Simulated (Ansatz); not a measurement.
**CH₅BOSe: one species, many methods**

One table from this session's results is given with a row withheld; the runs are named, their logs left out.

Computed with Ansatz 0.2.0, Gaussian basis. Level: functionals in def2-TZVPP, the program's frozen cores in correlated methods.

The runs, in order: LDA (SPW92), PBE-D4, revPBE-D4, BLYP-D4, r2SCAN-D4, B97M-V, PBE0-D4, B3LYP-D4, r2SCANh-D4, r2SCAN0-D4, HSE06-D4, BHLYP-D4, CAM-B3LYP-D4, LC-ωPBE, ωB97X-V, ωB97M-V, B2PLYP, PBE-QIDH; CCSD(T)/def2-SVP; CCSD(T)/def2-TZVPP; MP2/def2-QZVPP; extrapolation to the limit; RPA on PBE.

## Structure used throughout

All runs share one geometry, relaxed beforehand with PBE0-D4 in a triple-zeta def2 set.

SMILES `CB(O)[SeH]`, 9 atoms, charge 0, spin multiplicity 1.

Atoms are counted from 1 here; the program's logs count them from 0.

Bond lengths: C1–B2 1.569 Å, C1–H5 1.096 Å, C1–H6 1.091 Å, C1–H7 1.096 Å, B2–O3 1.358 Å, B2–Se4 1.954 Å, O3–H8 0.961 Å, Se4–H9 1.468 Å. Angles: B2–C1–H5 110.3°, B2–C1–H6 113.9°, B2–C1–H7 110.3°, H5–C1–H6 107.6°, H5–C1–H7 106.8°, H6–C1–H7 107.7°, C1–B2–O3 123.0°, C1–B2–Se4 119.3°, O3–B2–Se4 117.6°, B2–O3–H8 113.0°, B2–Se4–H9 95.4°.

Set-up of the first run:

in.yaml

```yaml
crystal:
  periodic: [false, false, false]
  atoms:
    - {symbol: C, position_ang: [0.339599, 0.671911, -0.943091]}
    - {symbol: B, position_ang: [-0.134897, -0.194676, 0.276071]}
    - {symbol: O, position_ang: [0.707105, -0.976144, 1.001060]}
    - {symbol: Se, position_ang: [-2.017855, -0.165675, 0.796151]}
    - {symbol: H, position_ang: [1.106146, 1.387432, -0.624456]}
    - {symbol: H, position_ang: [-0.460843, 1.236676, -1.422226]}
    - {symbol: H, position_ang: [0.800071, 0.034715, -1.706611]}
    - {symbol: H, position_ang: [1.615281, -0.940432, 0.687790]}
    - {symbol: H, position_ang: [-1.866105, -1.100209, 1.918211]}
basis:
  gaussian: {orbitals: def2-TZVPP}
hamiltonian: {xc: lda}
output: {orbitals: {seedname: orbitals}}
```

Steps of the session up to this table: LDA; PBE-D4 (GGA); revPBE-D4 (GGA); BLYP-D4 (GGA); r2SCAN-D4 (meta-GGA); B97M-V (meta-GGA); PBE0-D4 (hybrid); B3LYP-D4 (hybrid); r2SCANh-D4 (hybrid); r2SCAN0-D4 (hybrid); HSE06-D4 (hybrid); BHLYP-D4 (hybrid); CAM-B3LYP-D4 (range-separated); LC-ωPBE (range-separated); ωB97X-V (range-separated); ωB97M-V (range-separated); B2PLYP (double hybrid); PBE-QIDH (double hybrid).

One of the session's tables, all rows but one given; the rest of the session is left out.

It belongs to the step «Frontier levels by functional». 

| functional | HOMO (eV) | gap (eV) |
| --- | --- | --- |
| LDA (SPW92) | -6.05 | 5.08 |
| PBE-D4 | -5.90 | 5.17 |
| revPBE-D4 | -5.85 | 5.22 |
| BLYP-D4 | -5.74 | 5.16 |
| r2SCAN-D4 | -6.18 | 5.79 |
| B97M-V | -6.21 | 5.90 |
| PBE0-D4 | -7.03 | 7.26 |
| B3LYP-D4 | -6.80 | 6.82 |
| r2SCANh-D4 | -6.59 | 6.53 |
| r2SCAN0-D4 | -7.22 | 7.65 |
| HSE06-D4 | -6.64 | 6.48 |
| BHLYP-D4 | -8.01 | 9.05 |
| CAM-B3LYP-D4 | -8.30 | 9.49 |
| LC-ωPBE | -9.65 | 12.12 |
| ωB97X-V | -9.31 | 11.57 |
| ωB97M-V | ? | ? |

**Question.** Estimate the row for ωB97M-V.

**Answer.** HOMO (eV): -9.18; gap (eV): 10.99. In the column «HOMO (eV)» it lies between ωB97X-V (-9.31) and CAM-B3LYP-D4 (-8.30).
